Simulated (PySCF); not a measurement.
# CH5AlF3N (SMILES C[NH2+][Al-]([F])([F])[F]): levels of theory compared

Wanted: a comparison of 4 runs (HF/STO-3G, B3LYP/6-31G*, PBE0/6-31G**, B3LYP/6-31+G*) of CH5AlF3N. The job is set up through a Python script.

Program for the calculation: PySCF 2.14.0.

### 1 The system as given

CH5AlF3N: 11 atoms, total charge 0, spin state singlet. As SMILES, `C[NH2+][Al-]([F])([F])[F]`. The shape is that of a PBE0-D4/def2-TZVP optimisation.

Bond lengths: C1–N2 1.477 Å, N2–Al3 1.983 Å, Al3–F4 1.659 Å, Al3–F5 1.657 Å, Al3–F6 1.659 Å, C1–H7 1.091 Å, C1–H8 1.089 Å, C1–H9 1.089 Å, N2–H10 1.017 Å, N2–H11 1.016 Å. Some angles: C1–N2–Al3 112.9°, N2–Al3–F4 100.6°, N2–Al3–F5 101.2°, N2–Al3–F6 100.6°, F4–Al3–F5 116.7°, F4–Al3–F6 116.2°, F5–Al3–F6 116.7°, C1–N2–H10 110.2°, C1–N2–H11 110.2°, Al3–N2–H10 108.6°.

### 2 Energy and forces at HF/STO-3G (run 1)

File run.py:

```python
# C[NH2+][Al-]([F])([F])[F]
import pyscf.grad
from pyscf import gto, scf

mol = gto.M(
    atom='''
C   -0.016900  -1.100700   0.845500
N    0.633100  -0.270100  -0.189000
Al  -0.451800   1.307500  -0.706100
F   -1.826400   0.564400  -1.261900
F    0.525900   2.012300  -1.842900
F   -0.577800   2.084100   0.754000
H    0.595400  -1.962200   1.114900
H   -0.979300  -1.438000   0.463900
H   -0.191400  -0.483500   1.725400
H    1.539500   0.053500   0.138200
H    0.815200  -0.824200  -1.021500
''',
    verbose=4,
    spin=0,
    basis='sto-3g',
    max_memory=1860,
)

mf = scf.RHF(mol)
mf.conv_tol = 1e-10
mf.kernel()
if not mf.converged:
    mf = mf.newton().run(mf.mo_coeff, mf.mo_occ)

energy = mf.e_tot
print('E = %.10f Eh' % energy)
grad = mf.Gradients().kernel()
mf.analyze()
```

Run with:

```sh
OMP_NUM_THREADS=1 python run.py
```

The program printed:

```text
PySCF version 2.14.0

[... 81 lines left out ...]
One-electron Energy =                -1540.994628546214017
[... 7 lines left out ...]
MO #3   energy= -25.6778148124585  occ= 2
[... 5 lines left out ...]
MO #9   energy= -2.93561895208974  occ= 2
[... 5 lines left out ...]
MO #15  energy= -0.93781478187926  occ= 2
[... 5 lines left out ...]
MO #21  energy= -0.422981032788906 occ= 2
[... 5 lines left out ...]
MO #27  energy= -0.325238980535589 occ= 2
[... 5 lines left out ...]
MO #33  energy= 0.576967148666187  occ= 0
[... 5 lines left out ...]
MO #39  energy= 0.774952101156525  occ= 0
[... 53 lines left out ...]
Dipole moment(X, Y, Z, Debye):  3.17909, -4.85108,  1.68775
```

Run time: 6.3 s. Hardware: 1 thread of Intel Xeon at 2.50GHz (Skylake/Cascade Lake), shared host; peak memory 0.12 GiB.

### 3 Energy and gradient at B3LYP/6-31G(d) (spherical functions) (run 2)

File calc.py:

```python
# C[NH2+][Al-]([F])([F])[F]
from pyscf import gto, dft

mol = gto.M(
    atom='''
C     -0.031936    -2.080022     1.597763
N      1.196386    -0.510415    -0.357158
Al    -0.853778     2.470817    -1.334336
F     -3.451396     1.066561    -2.384645
F      0.993807     3.802696    -3.482576
F     -1.091884     3.938378     1.424853
H      1.125143    -3.708021     2.106856
H     -1.850609    -2.717426     0.876644
H     -0.361694    -0.913683     3.260533
H      2.909233     0.101100     0.261160
H      1.540505    -1.557512    -1.930355
''',
    unit='bohr',
    charge=0,
    verbose=3,
    spin=0,
    basis='6-31g*',
    max_memory=1860,
)

mf = dft.RKS(mol, xc='b3lyp')
mf.conv_tol = 1e-10
mf.grids.level = 5
mf.kernel()
if not mf.converged:
    mf = mf.newton().run(mf.mo_coeff, mf.mo_occ)

energy = mf.e_tot
print('E(%s) = %.9f' % ('B3LYP', energy))
grad = mf.nuc_grad_method().kernel()
mf.analyze()
```

Run with:

```sh
OMP_NUM_THREADS=1 python calc.py
```

The program printed:

```text
converged SCF energy = -638.087362573483
[... 11 lines left out ...]
MO #2   energy= -24.6198205489217  occ= 2
[... 11 lines left out ...]
MO #14  energy= -0.975053332662356 occ= 2
[... 11 lines left out ...]
MO #26  energy= -0.356633698344412 occ= 2
[... 11 lines left out ...]
MO #38  energy= 0.15801129223912   occ= 0
[... 11 lines left out ...]
MO #50  energy= 0.797168482014379  occ= 0
[... 11 lines left out ...]
MO #62  energy= 1.29273876655841   occ= 0
[... 11 lines left out ...]
MO #74  energy= 1.80214742736927   occ= 0
[... 11 lines left out ...]
MO #86  energy= 2.05941231190974   occ= 0
[... 11 lines left out ...]
MO #98  energy= 2.84344119345801   occ= 0
[... 12 lines left out ...]
Dipole moment(X, Y, Z, Debye):  3.27969, -5.19412,  1.88462
```

Run time: 97 s. Hardware: 1 thread of Intel Xeon at 2.50GHz (Skylake/Cascade Lake), shared host; peak memory 0.97 GiB.

### 4 Energy and forces at PBE0/6-31G(d,p) (spherical functions) (run 3)

File job.py:

```python
from pyscf import gto, dft

mol = gto.M(
    atom='''
C     -0.031936    -2.080022     1.597763
N      1.196386    -0.510415    -0.357158
Al    -0.853778     2.470817    -1.334336
F     -3.451396     1.066561    -2.384645
F      0.993807     3.802696    -3.482576
F     -1.091884     3.938378     1.424853
H      1.125143    -3.708021     2.106856
H     -1.850609    -2.717426     0.876644
H     -0.361694    -0.913683     3.260533
H      2.909233     0.101100     0.261160
H      1.540505    -1.557512    -1.930355
''',
    spin=0,
    max_memory=1860,
    basis='6-31g**',
    charge=0,
    unit='bohr',
    verbose=4,
)

myscf = dft.RKS(mol, xc='pbe0')
myscf.grids.level = 5
myscf.conv_tol = 1e-10
myscf.kernel()
if not myscf.converged:
    myscf = myscf.newton().run(myscf.mo_coeff, myscf.mo_occ)

energy = myscf.e_tot
print(f'total energy: {energy:.8f} hartree')
grad = myscf.nuc_grad_method().kernel()
myscf.analyze()
```

Run with:

```sh
OMP_NUM_THREADS=1 python job.py
```

The program printed:

```text
PySCF version 2.14.0

[... 78 lines left out ...]
converged SCF energy = -637.564320381562
[... 29 lines left out ...]
MO #8   energy= -2.70084433847677  occ= 2
[... 14 lines left out ...]
MO #23  energy= -0.407286859389157 occ= 2
[... 14 lines left out ...]
MO #38  energy= 0.171758933944974  occ= 0
[... 14 lines left out ...]
MO #53  energy= 0.854141277098943  occ= 0
[... 14 lines left out ...]
MO #68  energy= 1.41528950444774   occ= 0
[... 14 lines left out ...]
MO #83  energy= 1.89228523505097   occ= 0
[... 14 lines left out ...]
MO #98  energy= 2.39371969073281   occ= 0
[... 14 lines left out ...]
MO #113 energy= 3.53834767575567   occ= 0
[... 127 lines left out ...]
Dipole moment(X, Y, Z, Debye):  3.28342, -5.21760,  1.90006
```

Run time: 2.1 min. Hardware: 1 thread of Intel Xeon at 2.50GHz (Skylake/Cascade Lake), shared host; peak memory 1.2 GiB.

### 5 Energy and forces at B3LYP/6-31+G(d) (spherical functions) (run 4)

File calc.py:

```python
import pyscf.grad
from pyscf import gto, dft

mol = gto.M(
    atom='''
C     -0.016900    -1.100700     0.845500
N      0.633100    -0.270100    -0.189000
Al    -0.451800     1.307500    -0.706100
F     -1.826400     0.564400    -1.261900
F      0.525900     2.012300    -1.842900
F     -0.577800     2.084100     0.754000
H      0.595400    -1.962200     1.114900
H     -0.979300    -1.438000     0.463900
H     -0.191400    -0.483500     1.725400
H      1.539500     0.053500     0.138200
H      0.815200    -0.824200    -1.021500
''',
    max_memory=1860,
    verbose=4,
    basis='6-31+g*',
)

myscf = dft.RKS(mol, xc='b3lyp')
myscf.conv_tol = 1e-10
myscf.grids.level = 5
myscf.kernel()
if not myscf.converged:
    myscf = myscf.newton().run(myscf.mo_coeff, myscf.mo_occ)

energy = myscf.e_tot
print('Final energy', energy)
grad = myscf.Gradients().kernel()
dip = myscf.dip_moment()
pop, q = myscf.mulliken_pop()
```

Run with:

```sh
OMP_NUM_THREADS=1 python calc.py
```

The program printed:

```text
PySCF version 2.14.0

[... 81 lines left out ...]
converged SCF energy = -638.129173684736
Final energy -638.1291736847364
[... 12 lines left out ...]
Dipole moment(X, Y, Z, Debye):  3.31951, -5.29625,  1.93723
[... 134 lines left out ...]
charge of   10H =      0.45380
```

Wall time 2.5 min (1 thread of Intel Xeon at 2.50GHz (Skylake/Cascade Lake), shared host); peak memory 1.3 GiB.

### 6 All runs side by side

```tsv
run	level	integration grid	energy (Eh)	dipole moment (D)	HOMO energy (eV)	LUMO energy (eV)	wall time
1	HF/STO-3G	–	-627.343434	6.04	-8.34	13.55	6.3 s
2	B3LYP/6-31G* (spherical functions)	5	-638.087363	6.43	-9.30	0.19	97 s
3	PBE0/6-31G** (spherical functions)	5	-637.564320	6.45	-9.69	0.55	2.1 min
4	B3LYP/6-31+G* (spherical functions)	5	-638.129174	6.54	-10.07	-1.07	2.5 min
```

### 7 Results

```
                       quantity          value
            run 4: total energy  -638.12917 Eh
           run 4: dipole moment         6.54 D
             run 4: HOMO energy      -10.07 eV
             run 4: LUMO energy       -1.07 eV
           run 4: HOMO–LUMO gap        9.00 eV
run 4: largest force on an atom     0.748 eV/Å
```

In words: The dipole moment (its size) runs from 6.04 D (HF/STO-3G) to 6.54 D (B3LYP/6-31+G*). The two ends differ in method and basis. The HOMO–LUMO gap runs from 9.00 eV (B3LYP/6-31+G*) to 21.90 eV (HF/STO-3G). Totals of different functionals can't be ranked against each other. In run 1 the basis is minimal, so the values are rough. All runs together took 6.3 min, the longest 2.5 min.
